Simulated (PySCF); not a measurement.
**Sm2S3: other functionals and bases at one geometry**

The task here is to estimate one member of a computed series from the others.

Program: PySCF 2.14.0. Level of theory: several levels, as the steps say, no spin–orbit coupling. These are calculated values, not measurements.

6 further runs of the same task are left out: 2 for a known fault of the program, 4 that didn't finish.

### Where the work starts

5 atoms, charge 0, spin multiplicity 1.

Bond lengths: Sm1–S3 2.616 Å, Sm1–S4 2.376 Å, Sm2–S3 2.616 Å, Sm2–S5 2.376 Å. Angles: S3–Sm1–S4 116.3°, S3–Sm2–S5 116.3°, Sm1–S3–Sm2 138.5°.

Geometry (Å):

```xyz
5
charge 0, multiplicity 1
Sm   -0.34192   -0.58059    2.44563
Sm   -0.34192   -0.58059   -2.44563
S    -0.81259   -1.37980    0.00000
S     0.85812    1.45710    2.67261
S     0.85812    1.45710   -2.67261
```

Formal oxidation states: Sm +3. Each metal's 5 4f electrons lie in its core potential, so multiplicities, spins and levels count the valence alone. An earlier session relaxed this geometry at BP86, Sm lcecp-1-SVP with ECP51, S def2-SVP (singlet, point group C2v).

At BP86 on the finer grid: E = -1264.069896 Eh, HOMO -4.63 eV, LUMO -2.85 eV, Mulliken charge on Sm1 +0.56 e, largest force component 0.006 eV/Å. 

Levels to run: CAM-B3LYP; PBE0; TPSS; TPSSh; BP86, TZVP. Hardware: 2 threads of Arm Neoverse V2, shared host.

Set-up of the first run:

Contents of run.py (the lines that set the calculation):

```python
mol = gto.M(atom='''
Sm    -0.34192    -0.58059     2.44563
Sm    -0.34192    -0.58059    -2.44563
S     -0.81259    -1.37980     0.00000
S      0.85812     1.45710     2.67261
S      0.85812     1.45710    -2.67261''',
    basis={'Sm': 'lcecp-1-SVP', 'S': 'def2-SVP'},
    ecp={'Sm': 'lcecp-1-SVP'},
    charge=0, spin=0)
mf = dft.RKS(mol, xc='CAMB3LYP')
mf.grids.atom_grid = (75, 302)  # f atoms: unpruned, at least (60, 302)
mf = mf.density_fit()  # fitting sets: Sm AutoAux, S def2-universal-JKFIT
mf.conv_tol = 1e-08; mf.max_cycle = 55
mf.kernel(dm0)  # dm0: the density of the relaxed state
```

Command:

```
$ OMP_NUM_THREADS=2 python run.py
```

Steps of the session up to this table: CAM-B3LYP; PBE0; TPSS; TPSSh; BP86, TZVP.

One of the session's tables, all rows but one given; the rest of the session is left out.

```
              level  HOMO (eV)  gap (eV)  charge on Sm1 (e)  dipole (D)  largest force component (eV/Å)
BP86 (relaxed here)      -4.63      1.78               0.56       11.29                            0.01
          CAM-B3LYP      -6.60      4.88               0.65       13.00                            0.44
               PBE0      -5.51      3.19               0.68       12.51                            0.40
               TPSS      -4.57      1.84               0.68       11.98                            0.06
              TPSSh      -4.95      2.45               0.71       12.41                            0.12
         BP86, TZVP          ?         ?                  ?           ?                               ?
```

Estimate the missing values for BP86, TZVP.

**Answer.** HOMO (eV): -4.66; gap (eV): 1.79; charge on Sm1 (e): 0.94; dipole (D): 11.93; largest force component (eV/Å): 0.04. In the column «HOMO (eV)» it lies between TPSSh (-4.95) and BP86 (relaxed here) (-4.63).

In one basis the HOMO–LUMO gap runs from 1.78 eV (BP86) to 4.88 eV (CAM-B3LYP). The largest leftover force, 0.44 eV/Å with CAM-B3LYP, stands at a geometry relaxed at another level. With 4f in the core, its levels are missing from HOMO and gap, and its count is fixed, so no charge can pass from the ligands into it. Total energies of different levels can't be compared.
